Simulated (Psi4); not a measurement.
# InF (SMILES [F][In]): B3LYP/def2-TZVPP (core potential), part 2 of 2

Psi4 1.11. The steps go on from the part before.

## Step 3: The distorted shape: energy and forces at B3LYP/def2-TZVPP (core potential)

The input, fin.xyz:

```xyz
2
FIn
F      0.000000     0.000000    -0.582220
In     0.000000     0.000000     2.009580
```

The input, calc.py:

```python
import psi4

psi4.set_memory(1600000000)
psi4.set_num_threads(1)
psi4.set_output_file('fin.out', False)

with open('fin.xyz') as f:
    atoms = ''.join(f.readlines()[2:])
geom = psi4.geometry('0 1\n' + atoms + 'symmetry c1')

options = {'basis': 'def2-TZVPP', 'puream': True, 'e_convergence': 1e-09, 'd_convergence': 1e-08, 'scf_type': 'pk', 'dft_radial_points': 99, 'dft_spherical_points': 590}
psi4.set_options(options)

energy_value, wavefunction = psi4.gradient("b3lyp", molecule=geom, return_wfn=True)
psi4.oeprop(wavefunction, "DIPOLE", "MAYER_INDICES", "QUADRUPOLE")
print('gradient / Eh bohr^-1')
print(energy_value.np.round(6))
print(f'energy = {wavefunction.energy():.10f} Eh')
```

Started as:

```sh
$ python calc.py
```

fin.out:

```text
Psi4 1.11 release

gradient() will perform analytic gradient computation.

   => Loading Basis Set <=

    Name: DEF2-TZVPP
    Role: ORBITAL
    Keyword: BASIS

    !!!  WARNING: ECP capability is in beta. Please check occupations closely.  !!!

         ---------------------------------------------------------
                                   SCF
                              RKS Reference
                        1 Threads,   1525 MiB Core
         ---------------------------------------------------------

  ==> Geometry <==

    Molecular point group: c1
    Full point group: C_inf_v

    Geometry (in Angstrom), charge = 0, multiplicity = 1:

       Center              X                  Y                   Z               Mass
    ------------   -----------------  -----------------  -----------------  -----------------
         F            0.000000000000     0.000000000000    -2.224068691734    18.998403162730
         IN           0.000000000000     0.000000000000     0.367731308266   114.903878776000

  Running in c1 symmetry.

  Rotational constants: A = ************  B =      0.15393  C =      0.15393 [cm^-1]
  Rotational constants: A = ************  B =   4614.77379  C =   4614.77379 [MHz]
  Nuclear repulsion =   38.588815810104940

  Charge       = 0
  Multiplicity = 1
  Electrons    = 30
  Nalpha       = 15
  Nbeta        = 15

  ==> Algorithm <==

  SCF Algorithm Type is PK.
  DIIS enabled.
  MOM disabled.
  Fractional occupation disabled.
  Guess Type is SAD.
  Energy threshold   = 1.00e-09
  Density threshold  = 1.00e-08
  Integral threshold = 1.00e-12

  ==> Primary Basis <==

  Basis Set: DEF2-TZVPP
    Blend: DEF2-TZVPP
    Number of shells: 27
    Number of basis functions: 81
    Number of Cartesian functions: 95
    Spherical Harmonics?: true
    Max angular momentum: 3

  Core potential: DEF2-TZVPP
    Number of shells: 4
    Number of ECP primitives: 18
    Number of ECP core electrons: 28
    Max angular momentum: 3

  ==> DFT Potential <==

   => LibXC <=

    Version 7.1.2

   => Composite Functional: B3LYP <=

    B3LYP Hyb-GGA Exchange-Correlation Functional

    Deriv               =              1
    GGA                 =           TRUE
    Meta                =          FALSE

    Exchange Hybrid     =           TRUE
    MP2 Hybrid          =          FALSE

   => Exchange Functionals <=

    0.0800   Slater exchange
    0.7200         Becke 88

   => Exact (HF) Exchange <=

    0.2000               HF

   => Correlation Functionals <=

    0.1900   Vosko, Wilk & Nusair (VWN5_RPA)
    0.8100   Lee, Yang & Parr

   => LibXC Density Thresholds  <==

    XC_HYB_GGA_XC_B3LYP:  1.00E-15

   => Molecular Quadrature <=

    Radial Scheme          =       TREUTLER
    Pruning Scheme         =           NONE
    Nuclear Scheme         =       TREUTLER

    Blocking Scheme        =         OCTREE
    BS radius alpha        =              1
    Pruning alpha          =              1
    Radial Points          =             99
    Spherical Points       =            590
    Total Points           =         112049
    Total Blocks           =            938
    Max Points             =            256
    Max Functions          =             79
    Weights Tolerance      =       1.00E-15

  ==> Integral Setup <==

  Using in-core PK algorithm.
   Calculation information:
      Number of atoms:                   2
      Number of AO shells:              27
      Number of primitives:             49
      Number of atomic orbitals:        95
      Number of basis functions:        81

      Integral cutoff                 1.00e-12
      Number of threads:                 1

  Performing in-core PK
  Using 11032362 doubles for integral storage.
  We computed 63833 shell quartets total.
  Whereas there are 71631 unique shell quartets.

  ==> DiskJK: Disk-Based J/K Matrices <==

    J tasked:                  Yes
    K tasked:                  Yes
    wK tasked:                  No
    Memory [MiB]:              934
    Schwarz Cutoff:          1E-12

  Cached 100.0% of DFT collocation blocks in 0.205 [GiB].

  Minimum eigenvalue in the overlap matrix is 2.9323103439E-03.
  Reciprocal condition number of the overlap matrix is 8.4475054970E-04.
    Using symmetric orthogonalization.

  ==> Pre-Iterations <==

  SCF Guess: Superposition of Atomic Densities via on-the-fly atomic UHF (no occupation information).

   -------------------------
    Irrep   Nso     Nmo
   -------------------------
     A         81      81
   -------------------------
    Total      81      81
   -------------------------

  ==> Iterations <==

                        Total Energy        Delta E     RMS |[F,P]|

   @RKS iter SAD:  -288.89686943321323   -2.88897e+02   0.00000e+00
   @RKS iter   1:  -289.89659177371095   -9.99722e-01   9.55661e-03 ADIIS/DIIS
   @RKS iter   2:  -280.14409672758904    9.75250e+00   3.45983e-02 ADIIS/DIIS
   @RKS iter   3:  -290.04747805140778   -9.90338e+00   5.25211e-03 ADIIS/DIIS
   @RKS iter   4:  -290.11179632251276   -6.43183e-02   1.61566e-03 ADIIS/DIIS
   @RKS iter   5:  -290.11486344419632   -3.06712e-03   7.35192e-04 ADIIS/DIIS
   @RKS iter   6:  -290.11593387390008   -1.07043e-03   4.65648e-04 ADIIS/DIIS
   @RKS iter   7:  -290.11634267098805   -4.08797e-04   2.37410e-04 ADIIS/DIIS
   @RKS iter   8:  -290.11648102920572   -1.38358e-04   5.11721e-05 DIIS
   @RKS iter   9:  -290.11648728594787   -6.25674e-06   3.56824e-06 DIIS
   @RKS iter  10:  -290.11648731336106   -2.74132e-08   5.44885e-07 DIIS
   @RKS iter  11:  -290.11648731414641   -7.85349e-10   5.94089e-08 DIIS
   @RKS iter  12:  -290.11648731415556   -9.15179e-12   2.27875e-08 DIIS
   @RKS iter  13:  -290.11648731415590   -3.41061e-13   8.48400e-10 DIIS
  Energy and wave function converged.

  ==> Post-Iterations <==

   Electrons on quadrature grid:
      Ntotal   =   29.9999977527 ; deviation = -2.247e-06

    Orbital Energies [Eh]
    ---------------------

    Doubly Occupied:

       1A    -24.512553     2A     -4.710958     3A     -3.113542
       4A     -3.113542     5A     -3.107627     6A     -0.973926
       7A     -0.800471     8A     -0.800471     9A     -0.794586
      10A     -0.794586    11A     -0.792165    12A     -0.369881
      13A     -0.260920    14A     -0.256563    15A     -0.256563

    Virtual:

      16A     -0.096007    17A     -0.096007    18A     -0.052594
      19A      0.070201    20A      0.070201    21A      0.084362
      22A      0.128934    23A      0.143774    24A      0.143774
      25A      0.168713    26A      0.168713    27A      0.206361
      28A      0.492329    29A      0.492329    30A      0.505207
      31A      0.620339    32A      0.620339    33A      0.636553
      34A      0.664506    35A      0.664506    36A      0.676220
      37A      0.676220    38A      0.739135    39A      0.783375
      40A      0.783375    41A      0.926344    42A      0.926344
      43A      0.943135    44A      0.947928    45A      0.947928
      46A      1.109498    47A      2.041030    48A      2.041030
      49A      2.084283    50A      2.090197    51A      2.090197
      52A      2.120424    53A      2.120424    54A      2.144350
      55A      2.144350    56A      2.260143    57A      2.260143
      58A      2.322836    59A      2.586553    60A      3.322037
      61A      3.322037    62A      3.366015    63A      3.926203
      64A      7.023474    65A      7.023474    66A      7.023774
      67A      7.023808    68A      7.027627    69A      7.029869
      70A      7.029869    71A      8.399563    72A      8.399656
      73A      8.422427    74A      8.422427    75A      8.488133
      76A     37.415780    77A     38.680211    78A     38.680211
      79A     38.696835    80A     56.663497    81A    123.805498

    Final Occupation by Irrep:
              A
    DOCC [    15 ]
    NA   [    15 ]
    NB   [    15 ]

  @RKS Final Energy:  -290.11648731415590

   => Energetics <=

    Nuclear Repulsion Energy =             38.5888158101049399
    One-Electron Energy =                -552.4353847405807301
    Two-Electron Energy =                 245.7966310691699903
    DFT Exchange-Correlation Energy =     -22.0665494528501043
    Empirical Dispersion Energy =           0.0000000000000000
    VV10 Nonlocal Energy =                  0.0000000000000000
    Total Energy =                       -290.1164873141559042

Computation Completed

Properties will be evaluated at   0.000000,   0.000000,   0.000000 [a0]

Properties computed using the SCF density matrix

 Multipole Moments:

 ------------------------------------------------------------------------------------
     Multipole            Electronic (a.u.)      Nuclear  (a.u.)        Total (a.u.)
 ------------------------------------------------------------------------------------

 L = 1.  Multiply by 2.5417464519 to convert [e a0] to [Debye]
 Dipole X            :          0.0000000            0.0000000            0.0000000
 Dipole Y            :          0.0000000            0.0000000            0.0000000
 Dipole Z            :         25.9661808          -23.2327857            2.7333950
 Magnitude           :                                                    2.7333950

 ------------------------------------------------------------------------------------

	total time  =          7 seconds =       0.12 minutes

         ------------------------------------------------------------
                                   SCF GRAD
         ------------------------------------------------------------

  ==> Geometry <==

    Molecular point group: c1
    Full point group: C_inf_v

    Geometry (in Angstrom), charge = 0, multiplicity = 1:

       Center              X                  Y                   Z               Mass
    ------------   -----------------  -----------------  -----------------  -----------------
         F            0.000000000000     0.000000000000    -2.224068691734    18.998403162730
         IN           0.000000000000     0.000000000000     0.367731308266   114.903878776000

  Nuclear repulsion =   38.588815810104940

  ==> Basis Set <==

  Basis Set: DEF2-TZVPP
    Blend: DEF2-TZVPP
    Number of shells: 27
    Number of basis functions: 81
    Number of Cartesian functions: 95
    Spherical Harmonics?: true
    Max angular momentum: 3

  Core potential: DEF2-TZVPP
    Number of shells: 4
    Number of ECP primitives: 18
    Number of ECP core electrons: 28
    Max angular momentum: 3

  ==> DirectJKGrad: Integral-Direct SCF Gradients <==

    Gradient:                    1
    J tasked:                  Yes
    K tasked:                  Yes
    wK tasked:                  No
    Integrals threads:           1
    Schwarz Cutoff:          1E-12

  ==> DFT Potential <==

   => LibXC <=

    Version 7.1.2

   => Composite Functional: B3LYP <=

    B3LYP Hyb-GGA Exchange-Correlation Functional

    Deriv               =              1
    GGA                 =           TRUE
    Meta                =          FALSE

    Exchange Hybrid     =           TRUE
    MP2 Hybrid          =          FALSE

   => Exchange Functionals <=

    0.0800   Slater exchange
    0.7200         Becke 88

   => Exact (HF) Exchange <=

    0.2000               HF

   => Correlation Functionals <=

    0.1900   Vosko, Wilk & Nusair (VWN5_RPA)
    0.8100   Lee, Yang & Parr

   => LibXC Density Thresholds  <==

    XC_HYB_GGA_XC_B3LYP:  1.00E-15

   => Molecular Quadrature <=

    Radial Scheme          =       TREUTLER
    Pruning Scheme         =           NONE
    Nuclear Scheme         =       TREUTLER

    Blocking Scheme        =         OCTREE
    BS radius alpha        =              1
    Pruning alpha          =              1
    Radial Points          =             99
    Spherical Points       =            590
    Total Points           =         112049
    Total Blocks           =            938
    Max Points             =            256
    Max Functions          =             79
    Weights Tolerance      =       1.00E-15

  -Total Gradient:
     Atom            X                  Y                   Z
    ------   -----------------  -----------------  -----------------
       1       -0.000000000019    -0.000000000015    -0.050435295849
       2        0.000000000019     0.000000000015     0.050446940513

	total time  =          5 seconds =       0.08 minutes

Properties will be evaluated at   0.000000,   0.000000,   0.000000 [a0]
OEProp: No title given, name of density matrix used for the following properties is 'SCF density'

 Multipole Moments:

 ------------------------------------------------------------------------------------
     Multipole            Electronic (a.u.)      Nuclear  (a.u.)        Total (a.u.)
 ------------------------------------------------------------------------------------

 L = 1.  Multiply by 2.5417464519 to convert [e a0] to [Debye]
 Dipole X            :          0.0000000            0.0000000            0.0000000
 Dipole Y            :          0.0000000            0.0000000            0.0000000
 Dipole Z            :         25.9661808          -23.2327857            2.7333950
 Magnitude           :                                                    2.7333950

 L = 2.  Multiply by 1.3450342976 to convert [e a0^2] to [Debye ang]
 Quadrupole XX       :        -18.6307896            0.0000000          -18.6307896
 Quadrupole XY       :         -0.0000000            0.0000000           -0.0000000
 Quadrupole XZ       :         -0.0000000            0.0000000           -0.0000000
 Quadrupole YY       :        -18.6307897            0.0000000          -18.6307897
 Quadrupole YZ       :          0.0000000            0.0000000            0.0000000
 Quadrupole ZZ       :       -199.9544415          169.1187972          -30.8356444
 Traceless XX        :         60.4412173          -56.3729324            4.0682849
 Traceless YY        :         60.4412173          -56.3729324            4.0682849
 Traceless ZZ        :       -120.8824346          112.7458648           -8.1365698

 ------------------------------------------------------------------------------------

  Mayer Bond Indices:

  Irrep: 1 Size: 2 x 2

                 1                   2

    1     0.00000000000000     0.63847368941423
    2     0.63847368941423     0.00000000000000

  Atomic Valences:

 #  #
 Irrep: 1
      1:    0.638473689414229
      2:    0.638473689414229
```

Standard output:

```text
gradient / Eh bohr^-1
[[-0.       -0.       -0.050435]
 [ 0.        0.        0.050447]]
energy = -290.1164873142 Eh
```

Wall time 14 s (1 thread of Intel Xeon Platinum 8259CL at 2.50GHz (Skylake/Cascade Lake), shared host); peak memory 0.51 GiB.

## Step 4: Summary of results

The summary covers parts 1 to 2.

At B3LYP/def2-TZVPP (core potential):

| quantity | value |
| --- | --- |
| first shape: total energy | -290.15931 Eh |
| first shape: dipole moment | 3.25 D |
| first shape: HOMO energy | -7.43 eV |
| first shape: LUMO energy | -1.84 eV |
| first shape: HOMO–LUMO gap | 5.59 eV |
| distorted shape: total energy | -290.11649 Eh |
| distorted shape: dipole moment | 6.95 D |
| distorted shape: HOMO energy | -6.98 eV |
| distorted shape: LUMO energy | -2.61 eV |
| distorted shape: HOMO–LUMO gap | 4.37 eV |
| distorted shape: largest force on an atom | 2.594 eV/Å |
| energy change with the F1–In2 bond stretched from 1.994 to 2.592 Å | 1.165 eV |

In words: With the F1–In2 bond stretched from 1.994 to 2.592 Å the energy rises by 1.17 eV (112 kJ/mol). The first shape isn't relaxed at this level, so the change isn't measured from a minimum.
